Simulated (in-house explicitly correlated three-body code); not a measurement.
# Two electrons around a charge of +1.16: exact states and exact Kohn–Sham parts

System: two electrons around a charge of +1.16. A variational three-body run gives its energies and expectation values, then the exact Kohn–Sham parts of the ground state and the errors of common functionals.

The numbers are computed with in-house explicitly correlated three-body code version 1 (two electrons, non-relativistic, variational in exponentially correlated functions), except any that are marked as measured or tabulated.

## 1. What is computed

| Quantity | Value |
| --- | --- |
| charge of the centre | +1.16 |
| mass of the centre | infinite |
| interactions | Coulomb |
| basis | 260 functions exp(−a r1 − b r2 − g r12) a state, exponent ranges optimised |
| units | hartree and bohr; relativity and QED are left out |

## 2. Input and results

Settings:

```ini
Z = 1.16
interaction_strength = 1.0
functions = 260
states_tried = 13
```

The run is started by

```sh
python run_hyl.py task.json out
```

Main fields of the result record, rounded:

```text
status: converged
states [hartree, bohr]:
  - {"name": "1 1S", "E": -0.772863056951, "change": 4.8e-10, "T": 0.77286305622, "inv_r": 0.8474898724, "inv_r12": 0.4204503908, "r": 2.00841494, "r2": 5.99599855, "r12": 3.19604032, "r12_2": 12.8201133, "cos": -0.1003189, "p1p2": 0.053237363, "d1": 0.2780758, "d12": 0.0073198}
  - {"name": "2 3S", "E": -0.68035984165, "change": 5.7e-09, "T": 0.68035984483, "inv_r": 0.6205504144, "inv_r12": 0.07895727498, "r": 8.66812882, "r2": 159.425223, "r12": 16.1215102, "r12_2": 319.221834, "cos": -0.009413133, "p1p2": 0.00045766372, "d1": 0.2491188, "d12": 0.0}
  - {"name": "2 3P", "E": -0.6760422082062, "change": 1.8e-07, "T": 0.67604245154, "inv_r": 0.6004732718, "inv_r12": 0.04101333075, "r": 15.9832453, "r2": 567.677649, "r12": 30.7094202, "r12_2": 1135.56023, "cos": -0.002968816, "p1p2": -0.0001438832, "d1": 0.2483698, "d12": 0.0}
  - {"name": "3 3P", "E": -0.6742362235546, "change": 8.2e-09, "T": 0.67423650803, "inv_r": 0.5890457716, "inv_r12": 0.01811345858, "r": 39.2650268, "r2": 3441.3533, "r12": 77.2520594, "r12_2": 6882.79691, "cos": -0.0008826388, "p1p2": -4.958136e-05, "d1": 0.2484035, "d12": 0.0}
  - {"name": "3 1P", "E": -0.6742260893025, "change": 4.7e-09, "T": 0.67422620577, "inv_r": 0.5889171131, "inv_r12": 0.01783540737, "r": 39.5934074, "r2": 3496.52437, "r12": 77.9084256, "r12_2": 6993.1365, "cos": -0.0007673152, "p1p2": 3.7644015e-05, "d1": 0.2484121, "d12": 1.0936e-07}
  - {"name": "4 3S", "E": -0.6739702212338, "change": 8.9e-09, "T": 0.67397010121, "inv_r": 0.5868951963, "inv_r12": 0.01365653305, "r": 51.9526485, "r2": 5953.80684, "r12": 102.623579, "r12_2": 11907.679, "cos": -0.0005958387, "p1p2": 2.8553494e-05, "d1": 0.2484777, "d12": 0.0}
threshold [hartree]: -0.6728
transitions:
  - ["1 1S", "3 1P", 0.098636968, 0.06018351]
  - ["2 3S", "2 3P", 0.0043176334, 286.3741]
  - ["2 3S", "3 3P", 0.0061236181, 14.64388]
  - ["4 3S", "2 3P", -0.002071987, 6.977505]
  - ["4 3S", "3 3P", -0.00026600232, 4979.389]
polarisability [au]: {"1 1S": {"alpha": 40.86446, "c6": 201.399, "f_sum": 2.000102}}
kohn_sham [hartree]: {"Ts": 0.742568836, "hartree": 0.982500013, "Ex": -0.491250006, "Tc": 0.0302942205, "Uc": -0.0707996156, "Ec": -0.040505395, "norm": 1.99999999}
hartree_fock [hartree]: [-0.73308479099, -0.117757697]
```

«change» is the move of the energy from 170 to 260 functions; states that moved too far are left out. d1 and d12 are the expectation values of δ(r1) and δ(r12).

Wall time 65 s (1 thread of Arm Neoverse N1, shared host).

## 3. The bound states

Binding counts from the one-electron threshold at -0.672800 hartree:

| state | binding (eV) | excitation (eV) | quantum defect | ⟨r⟩ | ⟨r12⟩ (bohr) | ⟨cos θ12⟩ |
| --- | --- | --- | --- | --- | --- | --- |
| 1 ¹S | 2.72285 | 0 | 0.642 | 2.008 | 3.196 | -0.1003 |
| 2 ³S | 0.205714 | 2.51714 | 0.699 | 8.668 | 16.12 | -0.0094 |
| 2 ³P | 0.0882250 | 2.63463 | 0.013 | 15.98 | 30.71 | -0.0030 |
| 3 ³P | 0.0390816 | 2.68377 | 0.015 | 39.27 | 77.25 | -0.0009 |
| 3 ¹P | 0.0388059 | 2.68405 | 0.004 | 39.59 | 77.91 | -0.0008 |
| 4 ³S | 0.0318433 | 2.69101 | 0.693 | 51.95 | 102.6 | -0.0006 |

## 4. Electric-dipole lines

Oscillator strengths from the S state (negative where P lies lower) and rates of the upper state's decay:

| S | P | E(P) − E(S) (eV) | f | rate (1/s) |
| --- | --- | --- | --- | --- |
| 1 ¹S | 3 ¹P | 2.6840 | 0.003958 | 4.124e+05 |
| 2 ³S | 2 ³P | 0.11749 | 0.8243 | 1.646e+05 |
| 2 ³S | 3 ³P | 0.16663 | 0.05978 | 2.401e+04 |
| 4 ³S | 2 ³P | -0.056382 | -0.009638 | 1.329e+03 |
| 4 ³S | 3 ³P | -0.0072383 | -0.8830 | 2.007e+03 |

## 5. The exact density, inverted

With two electrons in one orbital the density fixes the Kohn–Sham potential directly; exchange is minus half the Hartree term. On a radial grid:

| r (bohr) | 4πr²n | v_x | v_c | pair density 4πr12²h | Coulomb hole |
| --- | --- | --- | --- | --- | --- |
| 0.194 | 0.1686 | -0.8299 | -0.060 | 0.004045 | -0.00727 |
| 0.274 | 0.2810 | -0.8153 | -0.051 | 0.008430 | -0.0136 |
| 0.387 | 0.4363 | -0.7904 | -0.037 | 0.01758 | -0.0243 |
| 0.546 | 0.6155 | -0.7505 | -0.016 | 0.03616 | -0.0404 |
| 0.772 | 0.7668 | -0.6909 | 0.009 | 0.07212 | -0.0591 |
| 1.09 | 0.8133 | -0.6105 | 0.033 | 0.1331 | -0.0685 |
| 1.54 | 0.7112 | -0.5131 | 0.044 | 0.2148 | -0.0493 |
| 2.17 | 0.5003 | -0.4098 | 0.036 | 0.2774 | -1.22e-04 |
| 3.07 | 0.2719 | -0.3109 | 0.017 | 0.2560 | 0.0374 |
| 4.34 | 0.1071 | -0.2273 | 0.004 | 0.1451 | 0.0262 |
| 6.13 | 0.02690 | -0.1627 | 0.000 | 0.04281 | 0.00294 |
| 8.66 | 0.003514 | -0.1154 | 0.000 | 0.005557 | -0.00128 |

The last two columns are read against r12, and the hole is the exact less the Kohn–Sham pair density.

## 6. Functionals against the exact answer

Errors in millihartree. The functional-driven error is that on the exact density; the rest comes from the functional's own density. Hybrids were run self-consistently alone, so they have no split; a dash in a self-consistent column means that the top level came out unbound:

| functional | exchange | correlation | functional-driven | density-driven | total, self-consistent | top level + binding (eV) |
| --- | --- | --- | --- | --- | --- | --- |
| LDA VWN5 | +62.8 | -41.1 | +21.7 | – | – | – |
| LDA PW92 | +62.8 | -41.0 | +21.8 | – | – | – |
| PBE | -3.8 | +6.1 | +2.3 | – | – | – |
| PBEsol | +20.0 | -2.2 | +17.8 | – | – | – |
| BLYP | -9.0 | +6.4 | -2.6 | – | – | – |
| RPBE | -12.9 | +6.1 | -6.8 | – | – | – |
| PW91 | -5.3 | +4.2 | -1.1 | – | – | – |
| BP86 | -9.0 | -0.5 | -9.5 | – | – | – |
| OLYP | -8.3 | +6.4 | -1.9 | – | – | – |
| AM05 | +46.3 | -30.2 | +16.2 | – | – | – |
| TPSS | -8.1 | +4.6 | -3.4 | – | – | – |
| revTPSS | -7.2 | +1.0 | -6.2 | – | – | – |
| SCAN | -8.0 | +8.1 | 0.0 | – | – | – |
| r2SCAN | -8.0 | +8.1 | 0.0 | – | – | – |
| M06-L | -8.2 | +8.1 | -0.1 | – | – | – |
| PBE0 | – | – | – | – | +3.2 | +2.33 |
| B3LYP (VWN-RPA) | – | – | – | – | -10.7 | +2.43 |
| ωB97X | – | – | – | – | -3.1 | -0.13 |
| r2SCAN0 | – | – | – | – | +2.0 | +2.19 |

## 7. Summary of results

| quantity | value |
| --- | --- |
| ground-state energy | -0.77286306 hartree |
| binding of the second electron | 2.7229 eV |
| ⟨r12⟩, ⟨cos θ12⟩ | 3.196 bohr, -0.1003 |
| polarisability of the ground state | 40.864 bohr³ |
| Ts, Ex, Ec (Kohn–Sham) | 0.74257, -0.49125, -0.04051 hartree |
| exact less Hartree–Fock | -0.03978 hartree |

In words: The second electron is bound by 2.723 eV, and the mean cosine of -0.100 shows the electrons leaning only slightly to opposite sides. The virial ratio −T/E is 1.0000000, where an exact Coulomb state gives 1. On the exact density SCAN errs least (0.0 millihartree) and LDA PW92 most (+21.8). 15 of the 15 semilocal functionals leave the top level unbound when run self-consistently, since their potentials decay too fast.
